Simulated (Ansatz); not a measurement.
# Sb6N: the cost of one run

Method: DFT PBE, scalar-relativistic, plane waves, PAW, in Ansatz 0.2.0.

## Step 1: Starting point

It takes space group Fm-3m (No. 225, cubic). The conventional cell has a = 9.281 Å, b = 9.281 Å, c = 9.281 Å, α = 90.00°, β = 90.00°, γ = 90.00°. Around Sb (site symmetry mmm) lie 8 Sb at 3.28 Å and 2 N at 3.28 Å. N (site symmetry m-3m) has 12 Sb at 3.28 Å as nearest neighbours.

As a file:

```
Sb N
1.0
     0.00000    4.64044    4.64044
     4.64044    0.00000    4.64044
     4.64044    4.64044    0.00000
Sb N
6 1
Direct
  0.50000 0.50000 0.00000
  0.50000 0.00000 0.50000
  0.00000 0.00000 0.50000
  0.00000 0.50000 0.00000
  0.00000 0.50000 0.50000
  0.50000 0.00000 0.00000
  0.00000 0.00000 0.00000
```

The cell is invented: species swapped into a database cell of Zn6Mo (Fm-3m, No. 225), with Sb on the Zn sites and N on the Mo sites. The dimensions are guesses.

## Step 2: Probe: one point on a coarse mesh

Contents of input.yaml:

```yaml
crystal:
  lattice:
    - [0.0, 4.64044277, 4.64044277]
    - [4.64044277, 0.0, 4.64044277]
    - [4.64044277, 4.64044277, 0.0]
  atoms:
    - { symbol: Sb, position: [0.5, 0.5, 0.0] }
    - { symbol: Sb, position: [0.5, 0.0, 0.5] }
    - { symbol: Sb, position: [0.0, 0.0, 0.5] }
    - { symbol: Sb, position: [0.0, 0.5, 0.0] }
    - { symbol: Sb, position: [0.0, 0.5, 0.5] }
    - { symbol: Sb, position: [0.5, 0.0, 0.0] }
    - { symbol: "N", position: [0.0, 0.0, 0.0] }
basis:
  ecutwfc: 420
kpoints:
  mp_grid: { grid: [4, 4, 4] }
hamiltonian:
  xc: pbe
scf:
  occupations: { method: gaussian, width: 0.1 }
  lower_state_search: "off"
output:
  forces: true
  stress: true
  eigenvalues: true
```

Command:

```bash
$ ansatz run input.yaml --threads 1 --pin off --max-ram 2048MiB --backend cpu --events-out ev --progress --plain --runs-dir out
```

**Question.** How long does this run take on 1 thread of Arm Neoverse V1, shared host, and how much memory does it need?

About 5.6 s, with a peak of 0.44 GiB.
